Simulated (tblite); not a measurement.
# C4H10SSeSi: the cost of one run

Computed with tblite 0.8.0 (tight binding) and PySCF 2.14.0 (DFT, with response routines of our own); each step states its level. Atoms count from 0 throughout.

## Step 1: The starting structure

17 atoms, charge 0, multiplicity 1; geometry from: UFF geometry.

Bonds of the start (Å): C0–C1 1.33, C0–H7 1.09, C0–H8 1.08, C1–C2 1.50, C1–Si3 1.86, C2–H10 1.12, C2–H11 1.10, C2–H9 1.12, C6–H14 1.12, C6–H15 1.10, C6–H16 1.11, S4–H13 1.41, Se5–C6 1.95, Si3–H12 1.48, Si3–S4 2.16, Si3–Se5 2.28.

## Step 2: GFN2-xTB relaxation, conformer 1

What the job is given:

```
{"job": {"xc": "GFN2-xTB", "basis": "xTB", "kind": "relax"}, "charge": 0, "multiplicity": 1}
C     -2.057800    -0.082400    -1.353400
C     -1.494400     0.361700    -0.236700
C     -2.170200     1.378600     0.629600
Si     0.166500    -0.299700     0.268100
S      0.021800    -2.433700     0.560100
Se     1.688000     0.165700    -1.361300
C      3.197000    -0.267000    -0.205600
H     -3.029700     0.304200    -1.657400
H     -1.574200    -0.823500    -1.978400
H     -3.163200     0.986300     0.973900
H     -2.348300     2.308100     0.037000
H     -1.574500     1.633100     1.520900
H      0.585400     0.319900     1.548500
H      1.280900    -2.495900     1.183900
H      3.159000     0.358900     0.719700
H      4.139200    -0.060500    -0.730700
H      3.167700    -1.341900     0.072000
```

The run is started by

```bash
$ OMP_NUM_THREADS=1 python ens_run.py task.json out
```

The driver reads the study from task.json and runs its stages one after another.

Q: Estimate the wall time of this first job on 1 thread of INTEL XEON PLATINUM 8581C at 2.10GHz, shared host.

About 2.1 s.
